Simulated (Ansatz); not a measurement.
# Br4Ti: the cost of one run

Method: the settings change from run to run; program: Ansatz 0.2.0, Gaussian basis.

2 further runs of the same task are left out: 2 that didn't finish.

### 1 The relaxed structure

The structure was relaxed beforehand with PBE0-D4 in a triple-zeta def2 set.

SMILES `[Br][Ti]([Br])([Br])[Br]`, 5 atoms, charge 0, spin multiplicity 1.

Atoms are counted from 1 here; the program's logs count them from 0.

Bond lengths: Br1–Ti2 2.314 Å, Ti2–Br3 2.314 Å, Ti2–Br4 2.314 Å, Ti2–Br5 2.314 Å. Angles: Br1–Ti2–Br3 109.5°, Br1–Ti2–Br4 109.5°, Br1–Ti2–Br5 109.5°, Br3–Ti2–Br4 109.5°, Br3–Ti2–Br5 109.5°, Br4–Ti2–Br5 109.5°.

Geometry (Å):

```csv
atom,x (Å),y (Å),z (Å)
Br1,-1.07258,-0.01178,2.03742
Ti2,0.00995,-0.01472,-0.00827
Br3,1.97288,-1.22938,0.15940
Br4,-1.36017,-0.97940,-1.60477
Br5,0.49971,2.16159,-0.62516
```

### 2 wB97X/def2-mTZVP

Options: unrestricted orbitals.

The input, in.yaml:

```yaml
crystal:
  periodic: [false, false, false]
  atoms:
    - {symbol: Br, position_ang: [-1.072582, -0.011780, 2.037415]}
    - {symbol: Ti, position_ang: [0.009953, -0.014724, -0.008272]}
    - {symbol: Br, position_ang: [1.972885, -1.229380, 0.159395]}
    - {symbol: Br, position_ang: [-1.360169, -0.979402, -1.604773]}
    - {symbol: Br, position_ang: [0.499712, 2.161586, -0.625164]}
basis:
  gaussian: {orbitals: def2-mTZVP}
magnetization: {spin_polarized: true, initial_magnetization: 0}
hamiltonian: {xc: {name: wB97X}}
output: {forces: true}
```

Launch:

```sh
$ ansatz run in.yaml --threads 2 --pin off --events-out ev --progress --plain --max-ram 32768MiB --backend cpu
```

What time and memory should one allow on 2 threads of AMD EPYC 7R13, shared host?

About 32 s, with a peak of 1.6 GiB.
